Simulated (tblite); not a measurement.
# C6H9BN2: the cost of one run

Computed with tblite 0.8.0 and PySCF 2.14.0, with density-fitted response routines of our own, on a single molecule in the gas phase. Atoms are numbered from 0 throughout.

**1. Starting geometry**

18 atoms, charge 0, multiplicity 1; geometry from: force field or distance geometry start.

Bonds of the start (Å): C0–B1 1.60, B1–C2 1.57, C2–C3 1.47, C3–N4 1.15, B1–C5 1.60, C5–C6 1.53, C5–C7 1.46, C7–N8 1.17, C0–H9 1.10, C0–H10 1.12, C0–H11 1.11, C2–H12 1.13, C2–H13 1.11, C5–H14 1.11, C6–H15 1.13, C6–H16 1.11, C6–H17 1.10.

**2. Relaxing the molecule with GFN2-xTB**

Job settings and geometry (Å):

```
{"job": {"kind": "relax", "xc": "GFN2-xTB", "basis": "xTB"}, "charge": 0, "multiplicity": 1}
C     -1.167000    -0.647700     1.346800
B     -0.597300    -0.065900    -0.031500
C     -1.496600     0.880200    -0.912000
C     -0.898200     2.220300    -1.022300
N     -0.417800     3.260900    -1.084300
C      0.880800    -0.456100    -0.519600
C      1.950600     0.071600     0.445400
C      1.004000    -1.908000    -0.657000
N      1.091400    -3.064300    -0.774100
H     -0.440400    -1.309100     1.846200
H     -2.100700    -1.227500     1.138500
H     -1.421700     0.195200     2.028400
H     -2.518400     0.982700    -0.450000
H     -1.606600     0.448200    -1.933500
H      1.057200     0.012100    -1.511400
H      1.839600    -0.390300     1.467700
H      2.965100    -0.163300     0.063300
H      1.867100     1.167100     0.547900
```

On the command line:

```console
OMP_NUM_THREADS=1 python probes_run.py task.json out
```

One launch serves the whole session: the jobs run in the order shown.

**Question.** How long does this first job take on 1 thread of Arm Neoverse V1, shared host, and how much memory does it need?

About 1.1 s, with a peak of 0.18 GiB.
